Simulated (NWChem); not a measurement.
**Plane-wave run on SiC (space group F-43m)**

```yaml
crystal:
  lattice:
    - [0.00000, 2.17699, 2.17699]
    - [2.17699, 0.00000, 2.17699]
    - [2.17699, 2.17699, 0.00000]
  atoms:
    - { symbol: Si, position: [0.25000, 0.25000, 0.25000] }
    - { symbol: C, position: [0.00000, 0.00000, 0.00000] }
```

All runs are NWChem calculations. Origin of the cell: Materials Project cell, not relaxed here.

Norm-conserving pseudopotentials with valence charges Si 4, C 4, fixed occupations, no spin-orbit coupling, density cut at twice the wavefunction cutoff.

The program generates the PBEsol runs' potentials with LDA.

Level: PBEsol, Troullier-Martins, cutoff 35 Ha, density from a 6×6×6 mesh. Bands run along Γ–X–U|K–Γ–L–W–X with k in units of the cell's reciprocal vectors.

**Question.** Give the band energies at the labelled points, in eV from the valence-band top.

**Answer.** 
| point | k | band 1 | band 2 | band 3 | band 4 | band 5 | band 6 |
|---|---|---|---|---|---|---|---|
| Γ | 0.000 0.000 0.000 | -15.36 | 0.00 | 0.00 | 0.00 | 6.32 | 7.20 |
| X | -0.500 -0.500 0.000 | -10.22 | -7.82 | -3.20 | -3.20 | 1.35 | 4.21 |
| U | -0.375 -0.375 0.250 | -10.22 | -7.29 | -5.57 | -2.61 | 3.07 | 7.65 |
| K | -0.375 0.000 0.375 | -10.22 | -7.29 | -5.57 | -2.61 | 3.08 | 7.65 |
| L | 0.000 0.000 0.500 | -11.72 | -8.56 | -1.06 | -1.06 | 5.38 | 7.16 |
| W | -0.500 -0.250 0.250 | -9.98 | -7.05 | -5.01 | -4.72 | 5.17 | 9.23 |
Bands up to 4 are filled.
